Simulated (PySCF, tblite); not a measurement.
# C₂H₁₀Ge₂O, a small molecule taken as a stand-in for a surface group (Ge site with back bonds C, C, [GeH3]): NMR shifts, core binding energies and electronic excitations, part 2 of 2

tblite 0.8.0 and PySCF 2.14.0. Atoms count from 0, parts from 1.

## (5) Core holes by ΔSCF: SCAN, X2C

Job settings and geometry (Å):

```
{"job": {"kind": "xps", "holes": 5}, "charge": 0, "multiplicity": 1}
Ge     0.071659     0.342500     0.102052
C     -1.747570     0.982649    -0.133002
C      1.083854     0.450574    -1.564452
Ge     0.159390    -1.912008     1.032897
O      0.771778     1.490229     1.292208
H     -1.724681     2.025785    -0.481951
H     -2.290636     0.943470     0.821575
H     -2.284962     0.371527    -0.872747
H      1.087754     1.489594    -1.926798
H      2.124359     0.127073    -1.415536
H      0.627897    -0.191217    -2.333388
H     -1.248536    -2.473521     1.315315
H      0.940445    -1.917219     2.364157
H      0.872248    -2.891162     0.076378
H      1.546605     1.138082     1.741161
```

With the program's defaults for keys left out, this is: delta-SCF UKS SCAN, pcX-2 on the ionised atom, pcseg-1 elsewhere, spin-free X2C.

Output:

```text
ground state, core basis on atom 1 (C), 177 functions
  cycle   1  E = -4345.24669112  |g| = 8.51e-01
  cycle   2  E = -4344.74519856  |g| = 1.72e+00
  cycle   3  E = -4345.38460199  |g| = 2.76e-01
  cycle   4  E = -4345.40255112  |g| = 7.92e-02
  cycle   5  E = -4345.40410025  |g| = 1.81e-02
  cycle   6  E = -4345.40421192  |g| = 5.80e-03
  cycle   7  E = -4345.40422224  |g| = 1.16e-03
  cycle   8  E = -4345.40422047  |g| = 5.27e-04
  cycle   9  E = -4345.40422154  |g| = 1.61e-04
  E(ground) = -4345.67312361 Eh
hole in C 1s of atom 1
  cycle   1  E = -4334.16512636  |g| = 1.51e+00
  cycle   2  E = -4333.51665843  |g| = 1.78e+00
  cycle   3  E = -4334.69564150  |g| = 3.30e-01
  cycle   4  E = -4334.73116675  |g| = 1.65e-01
  cycle   5  E = -4334.74198010  |g| = 6.77e-02
  cycle   6  E = -4334.74345877  |g| = 2.47e-02
  cycle   7  E = -4334.74374365  |g| = 7.21e-03
  cycle   8  E = -4334.74377052  |g| = 2.96e-03
  cycle   9  E = -4334.74377797  |g| = 7.98e-04
  cycle  10  E = -4334.74377809  |g| = 4.00e-04
  E(ion) = -4335.01169411 Eh   <S^2> = 0.7679   hole on atom = 1.000   binding energy = 290.112 eV
ground state, core basis on atom 2 (C), 177 functions
  cycle   1  E = -4345.40445648  |g| = 5.71e-02
  cycle   2  E = -4345.40437887  |g| = 2.37e-02
  cycle   3  E = -4345.40434897  |g| = 2.58e-02
  cycle   4  E = -4345.40453079  |g| = 1.72e-03
  cycle   5  E = -4345.40453304  |g| = 7.43e-04
  cycle   6  E = -4345.40453271  |g| = 1.06e-04
  E(ground) = -4345.67306259 Eh
hole in C 1s of atom 2
  cycle   1  E = -4334.16493139  |g| = 1.51e+00
  cycle   2  E = -4333.45471386  |g| = 1.82e+00
  cycle   3  E = -4334.67571203  |g| = 3.99e-01
  cycle   4  E = -4334.69093036  |g| = 3.62e-01
  cycle   5  E = -4334.74300754  |g| = 6.98e-02
  cycle   6  E = -4334.74480372  |g| = 2.47e-02
  cycle   7  E = -4334.74512927  |g| = 6.71e-03
  cycle   8  E = -4334.74515393  |g| = 3.06e-03
  cycle   9  E = -4334.74516138  |g| = 8.36e-04
  cycle  10  E = -4334.74516008  |g| = 4.05e-04
  E(ion) = -4335.01297640 Eh   <S^2> = 0.7680   hole on atom = 1.000   binding energy = 290.076 eV
ground state, core basis on atom 4 (O), 177 functions
  cycle   1  E = -4345.43596932  |g| = 9.84e-02
  cycle   2  E = -4345.43511481  |g| = 7.92e-02
  cycle   3  E = -4345.43547430  |g| = 6.63e-02
  cycle   4  E = -4345.43625786  |g| = 5.70e-03
  cycle   5  E = -4345.43626804  |g| = 1.42e-03
  cycle   6  E = -4345.43626903  |g| = 1.93e-04
  E(ground) = -4345.70217189 Eh
hole in O 1s of atom 4
  cycle   1  E = -4324.85003601  |g| = 2.22e+00
  cycle   2  E = -4324.25451652  |g| = 2.25e+00
  cycle   3  E = -4325.61173681  |g| = 4.30e-01
  cycle   4  E = -4325.66256835  |g| = 1.86e-01
  cycle   5  E = -4325.68362885  |g| = 4.61e-02
  cycle   6  E = -4325.68464356  |g| = 1.37e-02
  cycle   7  E = -4325.68475225  |g| = 4.69e-03
  cycle   8  E = -4325.68476663  |g| = 1.35e-03
  cycle   9  E = -4325.68476612  |g| = 6.73e-04
  cycle  10  E = -4325.68476630  |g| = 2.28e-04
  E(ion) = -4325.95253579 Eh   <S^2> = 0.7628   hole on atom = 1.000   binding energy = 537.415 eV
```

Wall time 32 s (1 thread of Arm Neoverse V2, shared host); peak memory 0.63 GiB.

The holes in one table. −ε is the ground-state orbital energy:

```csv
hole,stands for,environment,ΔSCF (eV),−ε (eV),⟨S²⟩
C1s on C1,C1,"carbon bonded to Ge, 3 H",290.11,273.5,0.768
C1s on C2,C2,"carbon bonded to Ge, 3 H",290.08,273.5,0.768
O1s on O4,O4,"oxygen bonded to Ge, H",537.41,516.2,0.763
```

## (6) TDDFT and polarisability: CAM-B3LYP/def2-SVPD

Same as in step 5 but for these lines:

```diff
@@ -1,2 +1,2 @@
-{"job": {"kind": "xps", "holes": 5}, "charge": 0, "multiplicity": 1}
+{"job": {"kind": "uv", "xc": "CAM-B3LYP", "basis": "def2-SVPD", "nstates": 6, "ntriplets": 2, "ip": true}, "charge": 0, "multiplicity": 1}
 Ge     0.071659     0.342500     0.102052
```

With the program's defaults for keys left out, this is: TDDFT CAM-B3LYP/def2-SVPD, vertical, gas phase, core orbitals frozen in the response.

Output:

```text
coarse grid: 55096 points
cycle   1  E = -4310.8959595982  dE = -1.100e+00  |g| = 9.069e-01  |ddm| = 4.666e+00
cycle   2  E = -4310.7613575589  dE =  1.346e-01  |g| = 1.257e+00  |ddm| = 2.025e+00
cycle   3  E = -4311.0330610682  dE = -2.717e-01  |g| = 1.364e-01  |ddm| = 1.213e+00
cycle   4  E = -4311.0363025233  dE = -3.241e-03  |g| = 3.963e-02  |ddm| = 1.854e-01
cycle   5  E = -4311.0365727308  dE = -2.702e-04  |g| = 3.773e-03  |ddm| = 4.557e-02
cycle   6  E = -4311.0365769640  dE = -4.233e-06  |g| = 1.193e-03  |ddm| = 1.157e-02
final grid: 113424 points
cycle   7  E = -4311.0365872887  dE = -2.334e-07  |g| = 1.050e-03  |ddm| = 4.831e-03
cycle   8  E = -4311.0365873019  dE = -1.317e-08  |g| = 1.056e-03  |ddm| = 2.453e-03
cycle   9  E = -4311.0365874936  dE = -1.918e-07  |g| = 1.162e-04  |ddm| = 1.114e-03
cycle  10  E = -4311.0365874963  dE = -2.658e-09  |g| = 2.407e-05  |ddm| = 1.311e-04
cycle  11  E = -4311.0365874965  dE = -1.864e-10  |g| = 6.772e-06  |ddm| = 6.715e-05
converged SCF energy = -4311.0365874965

Static polarisability (au): isotropic 94.866, principal 84.965 91.851 107.783

Singlet excitations
state   eV       nm        f      main configurations
  1   6.3451    195.4   0.03998   H->L 0.49, H->L+1 0.44
  2   6.7806    182.9   0.10590   H->L+1 0.45, H->L 0.42
  3   7.0396    176.1   0.02534   H->L+3 0.60, H->L+2 0.19
  4   7.1587    173.2   0.04144   H-1->L 0.43, H-1->L+1 0.30
  5   7.5492    164.2   0.37101   H->L+2 0.52, H->L+3 0.22, H-1->L+1 0.09
  6   7.6937    161.2   0.12120   H-1->L+1 0.38, H-1->L 0.31, H-1->L+2 0.12

Triplet excitations (Tamm-Dancoff, eV): 5.8119 6.3114
Vertical ionisation energy (delta-SCF) = 9.4872 eV
```

It took 2.7 min on 1 thread of Arm Neoverse V2, shared host; peak memory 1.2 GiB.

The orbitals next to the gap, with their largest atomic shares:

```csv
orbital,eV,atoms
HOMO−3,-10.83,"O4 26 %, Ge3 26 %, H11 21 %"
HOMO−2,-10.72,"Ge3 26 %, O4 26 %, H12 17 %"
HOMO−1,-9.61,"O4 26 %, C1 22 %, Ge0 17 %"
HOMO,-8.77,"Ge3 28 %, Ge0 22 %, O4 17 %"
LUMO,0.61,"Ge3 31 %, Ge0 16 %, O4 11 %"
LUMO+1,0.99,"Ge3 33 %, Ge0 16 %, H12 11 %"
LUMO+2,1.38,"Ge3 33 %, H13 13 %, Ge0 13 %"
```

With each of the 6 states as a Gaussian band of 0.4 eV half-width at 1/e, the curve within the window shown has maxima at 164 nm (ε 20,000) L/(mol cm). Beyond the last state computed it falls off for lack of states. The curve at chosen wavelengths:

nm, ε (L/mol/cm) and a bar:
```
      155       7191 ###########
      157      11119 #################
      160      16935 #########################
      162      19484 #############################
      165      20036 ##############################
      167      18443 ############################
      169      15986 ########################
      172      12170 ##################
      174      10178 ###############
      177       8265 ############
      179       7518 ###########
      181       6973 ##########
      184       6230 #########
      186       5688 ########
      189       4803 #######
      191       4202 ######
      193       3625 #####
      196       2832 ####
      198       2359 ###
      201       1737 ##
      203       1380 ##
      205       1071 #
      208        697 #
      210        507 
      213        298 
      215        203
```

Ground-state properties from the same run:

```csv
property,computed
dipole moment (D),1.35
polarisability (Å³),14.06
HOMO–LUMO gap (eV),9.38
−ε(HOMO) (eV),8.77
```

## (7) Outcome

What follows sums up all 2 parts.

| quantity | value |
| --- | --- |
| point group | C1 |
| rotational constants (main isotopes) | 3.00, 1.13, 1.11 GHz |
| ¹³C shifts against TMS (PBE0/pcSseg-1) | 6.6, 3.3 ppm |
| ¹H shifts against TMS (PBE0/pcSseg-1) | 3.55, 3.48, 3.41, 0.75, 0.74, 0.68, 0.61, 0.22, 0.14, -0.16 ppm |
| ⁷³Ge shifts against GeMe4 (PBE0/pcSseg-1) | 88, -334 ppm |
| ¹⁷O shifts against H2O (PBE0/pcSseg-1) | 31.5 ppm |
| potential on the surface of density 0.002 e/bohr³, 1st and 99th percentile | -1.66 V and 1.76 V |
| C1s binding energies, SCAN/pcX-2 | C1 290.11, C2 290.08 eV |
| O1s binding energies, SCAN/pcX-2 | O4 537.41 eV |
| lowest singlet (CAM-B3LYP/def2-SVPD) | 6.35 eV (195 nm), f = 0.040 |
| brightest single state of those computed | state 5, 7.55 eV, f = 0.371 |
| lowest triplet | 5.81 eV |
| vertical ionisation energy (ΔSCF) | 9.49 eV |

In words: The start of the PBE0/def2-SVP relaxation was shaken at random by about 0.01 Å, so part of the energy gained, and of the first lengths quoted, undoes that. Over 12 steps the energy fell by 0.274 eV; of the close pairs, Ge3–H12 changed most, 1.470 to 1.543 Å (PBE0/def2-SVP). Hydrogens of an XH3 group are listed apart at this fixed geometry; free rotation makes them one line at their mean. At PBE0/pcSseg-1: The widest tensor belongs to Ge0: span 240 ppm, with a paramagnetic part of -1515 ppm. At SCAN/pcX-2: the C1s levels computed lie within 0.04 eV of one another, too close to rank. The first singlet state (HOMO→LUMO 0.49, HOMO→LUMO+1 0.44) lies at 6.35 eV and is weak; of the 6 states computed, the strongest absorption comes from state 5 at 7.55 eV. The lowest triplet lies 0.53 eV below the lowest singlet (triplets in Tamm-Dancoff, singlets in full TDDFT). ΔSCF puts the ionisation energy at 9.49 eV, 0.72 eV above −ε(HOMO). Spin-orbit coupling is left out, which matters for shieldings and couplings at and beside the heavy atoms. A capped cluster stands for the solid here, so long-range fields and strain are missing, and bands or shifts of the capping hydrogens have no counterpart in it.
